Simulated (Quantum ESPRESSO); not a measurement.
# SnSe2: work function with PBE

Slab: SnSe2, a slab with vacuum.

```
Se Sn
1.0
     3.81100    0.00000    0.00000
    -1.90550    3.30042    0.00000
     0.00000    0.00000   24.20550
Se Sn
4 2
Cartesian
  1.9055 1.1001 7.5000
  0.0000 2.2003 10.5685
  1.9055 1.1001 13.6370
  0.0000 2.2003 16.7055
  0.0000 0.0000 9.0343
  0.0000 0.0000 15.1712
```

```json
{
 "Program": "Quantum ESPRESSO 7.5",
 "Task": "work function",
 "Functional": "PBE",
 "Potentials or basis": "PseudoDojo 0.4.1 SR PBE standard",
 "Cutoff": "1170 eV",
 "Density cutoff": "4680 eV",
 "k mesh": "5 × 5 × 1",
 "Occupations": "fermi-dirac, width 0.1 eV",
 "Spin": "no spin polarisation",
 "Boundary across the vacuum": "none",
 "Mixing mode": "local-TF",
 "Mixing beta": "0.3",
 "Most SCF iterations": "150",
 "SCF threshold": "6e-09 Ry"
}
```

* Largest force: 0.806 eV/Å
* Band gap on the k mesh: 1.05 eV, indirect (least direct gap 1.26 eV)
* Ionisation potential of the upper face: 6.06 eV
* Electron affinity of the upper face: 5.01 eV

Forces on the atoms (eV/Å):
```
Se   0.000  0.000 -0.806
Sn   0.000  0.000 -0.032
Se   0.000  0.000  0.737
Se   0.000  0.000 -0.737
Sn   0.000  0.000  0.032
Se   0.000  0.000  0.806
```

Levels at points of the mesh, in eV from the valence-band top:
| k point | band 42 | band 43 | band 44 | band 45 | band 46 | band 47 | band 48 | band 49 | band 50 | band 51 |
| --- | --- | --- | --- | --- | --- | --- | --- | --- | --- | --- |
| (0.00, 0.00, 0.00) | -0.50 | -0.20 | -0.20 | -0.12 | -0.12 | 1.48 | 2.20 | 3.07 | 3.10 | 4.57 |

It took 2.4 min on 2 MPI ranks on Arm Neoverse V1, with other jobs on the host, peak memory 0.54 GiB a rank.

Caveat: ionisation potential and electron affinity come from Kohn-Sham levels, which understate the gap; spin-orbit coupling is left out, which moves the levels of the heavy elements; the cell's inner coordinates are idealised or old, which leaves forces on the atoms.
